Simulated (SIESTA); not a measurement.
## HfMoC2 under changes of volume

One of the cells (11.649 Å³/atom); the others are scaled copies at fixed shape and fractional positions:

```
Hf Mo C
1.0
     3.21256    0.00000    0.00000
     0.00000    3.21256    0.00000
     0.00000    0.00000    4.51487
Hf Mo C
1 1 2
Direct
  0.00000 0.00000 0.00000
  0.50000 0.50000 0.50000
  0.50000 0.50000 0.00000
  0.00000 0.00000 0.50000
```

The cell comes from a database or a generator and needn't be the stable form of this composition.

```yaml
Program: SIESTA 5.4.2
Functional: PBE
Potentials_or_basis: PseudoDojo 0.4 standard (PBE files)
Basis: DZP (energy shift 0.003 Ry; two zetas on semicore shells)
Grid_cutoff: 800 Ry
Energy_shift: 0.003 Ry
k_mesh: 8 × 8 × 6
Occupations: fermi-dirac, width 0.05 eV
Spin: no spin polarisation
```

```tsv
volume (Å³/atom)	energy over the lowest point (meV/atom)	pressure (GPa)
10.735	53.22	22.8
10.964	26.05	15.5
11.192	?	?
11.649	0.00	-2.3
11.877	6.96	-7.3
12.106	20.55	-11.6
```

Problem. What does the run at 11.192 Å³/atom give?

Solution. Energy over the lowest point 8.79 meV/atom; pressure 8.9 GPa.

Worked out: A Birch-Murnaghan fit of order 3 (a polynomial in V^(-2/3)) to the other rows has its minimum at 11.54 Å³/atom with B0 = V·E''(V) = 271 GPa and B' = 3.9 at fixed shape and positions, which overstates the stiffness. It gives 8.78 meV/atom at 11.192 Å³/atom, against the run's 8.79, and -dE/dV = 8.9 GPa, against 8.9.

Energies are extrapolated to zero smearing.

Caveats: short orbitals over semicore shells can move pressures by several GPa; the basis of atomic orbitals isn't converged, which shifts pressures, moduli and gaps.
